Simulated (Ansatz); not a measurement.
A nudged elastic band was laid between two geometries of a periodic cell of 17 atoms, Zr8N9 (host ZrN, host structure Fm-3m, interstitial N).

Level of theory: DFT PBE, scalar-relativistic, plane waves, PAW in Ansatz. Settings: PAW set soft_1, cutoff 420 eV, k mesh 3x3x3, fermi-dirac smearing 0.05 eV, no spin polarisation.

```json
{
  "movable images": "5",
  "climbing image": "yes",
  "spring": "10.0 eV/Å²",
  "optimiser": "quadratic models (default)",
  "start path": "IDPP",
  "force threshold": "0.03 eV/Å",
  "iteration limit": "80",
  "end points": "relaxed"
}
```

First end point:

```xyz
17
Lattice="0.0000 4.5780 4.5780 4.5780 0.0000 4.5780 4.5780 4.5780 0.0000" Properties=species:S:1:pos:R:3
Zr 2.282 2.276 2.300
N 0.011 0.005 -0.006
Zr 4.590 4.584 2.300
N 2.284 2.277 -0.006
Zr 4.586 2.280 4.574
N 2.152 0.136 2.431
Zr 6.860 4.584 4.570
N 4.588 2.278 2.298
Zr 2.286 4.580 4.574
N 0.143 2.145 2.431
Zr 4.590 6.854 4.570
N 2.284 4.582 2.298
Zr 4.586 4.580 6.874
N 2.152 2.145 4.440
Zr 6.864 6.858 6.874
N 4.721 4.714 4.440
N 3.436 3.430 5.724
```

Last end point:

```xyz
17
Lattice="0.0000 4.5780 4.5780 4.5780 0.0000 4.5780 4.5780 4.5780 0.0000" Properties=species:S:1:pos:R:3
Zr 2.281 2.299 2.300
N 0.141 -0.139 -0.138
Zr 4.585 4.573 2.295
N 2.283 2.297 -0.007
Zr 4.585 2.294 4.574
N 2.283 -0.008 2.298
Zr 6.864 4.573 4.574
N 4.587 2.296 2.298
Zr 2.281 4.568 4.569
N 0.141 2.428 2.429
Zr 4.590 6.877 4.569
N 2.152 4.439 2.429
Zr 4.590 4.568 6.878
N 2.152 2.428 4.440
Zr 6.864 6.872 6.873
N 4.587 4.570 4.571
N 3.435 1.144 5.723
```

Which bonds break or form, and what moves?

The atom that moves furthest is N17, by 2.29 Å; four of its nearest neighbours are Zr15 1.99, Zr5 1.99, Zr13 1.99, Zr9 1.99 Å at the first end and Zr7 1.99, Zr15 1.99, Zr5 1.99, Zr3 1.99 Å at the last.

What energy profile does the band end with?

The forces met the threshold. The highest image is number 5 of 0 to 6, 1.05 eV above the ends, which have the same energy within 2 meV. The profile has 2 maxima (images 1, 5) with wells between them (image 3): this band takes more than one step, which may be the mechanism or a detour left from its start path. By the program's own check the climbing image is a first-order saddle point (lowest curvatures found: -10.80 and 6.41 eV/Å²). Limits of this set-up: coarse k mesh, odd electron count without spin, a small cell, in which the defect meets its images, a typed lattice constant that wasn't relaxed here.

```csv
image,path coordinate (Å),energy (eV),Zr9–N17 (Å),Zr13–N17 (Å),Zr3–N17 (Å)
0,0.00,0.00,1.99,1.99,3.79
1,0.69,0.94,2.46,2.00,3.33
2,1.37,0.91,3.06,2.03,2.97
3,2.06,0.69,3.43,2.27,2.28
4,2.75,0.90,3.71,2.96,2.04
5,3.43,1.05,3.74,3.40,1.99
6,3.98,0.00,3.79,3.79,1.99
```

What is the geometry of the highest image?


```xyz
17
Lattice="0.0000 4.5780 4.5780 4.5780 0.0000 4.5780 4.5780 4.5780 0.0000" Properties=species:S:1:pos:R:3:forces:R:3
Zr 2.298 2.278 2.257 0.00 0.00 0.00
N 0.066 -0.123 -0.143 0.00 0.00 0.00
Zr 4.618 4.505 2.328 0.00 0.00 0.00
N 2.276 2.331 -0.014 0.00 0.00 0.00
Zr 4.618 2.349 4.484 0.00 0.00 0.00
N 2.276 0.006 2.311 0.00 0.00 0.00
Zr 6.915 4.645 4.625 0.00 0.00 0.00
N 4.563 2.294 2.273 0.00 0.00 0.00
Zr 2.250 4.559 4.538 0.00 0.00 0.00
N 0.064 2.372 2.352 0.00 0.00 0.00
Zr 4.547 6.856 4.586 0.00 0.00 0.00
N 2.147 4.455 2.354 0.00 0.00 0.00
Zr 4.547 4.607 6.835 0.00 0.00 0.00
N 2.147 2.375 4.435 0.00 0.00 0.00
Zr 6.774 6.927 6.906 0.00 0.00 0.00
N 4.601 4.584 4.564 0.00 0.00 0.00
N 3.698 1.429 5.986 0.00 0.00 0.00
```

The band took 23 iterations and about 60 core-minutes.

Run time: 21 min on 4 threads of Arm Neoverse V2, on a shared host, peak memory 2 GiB.
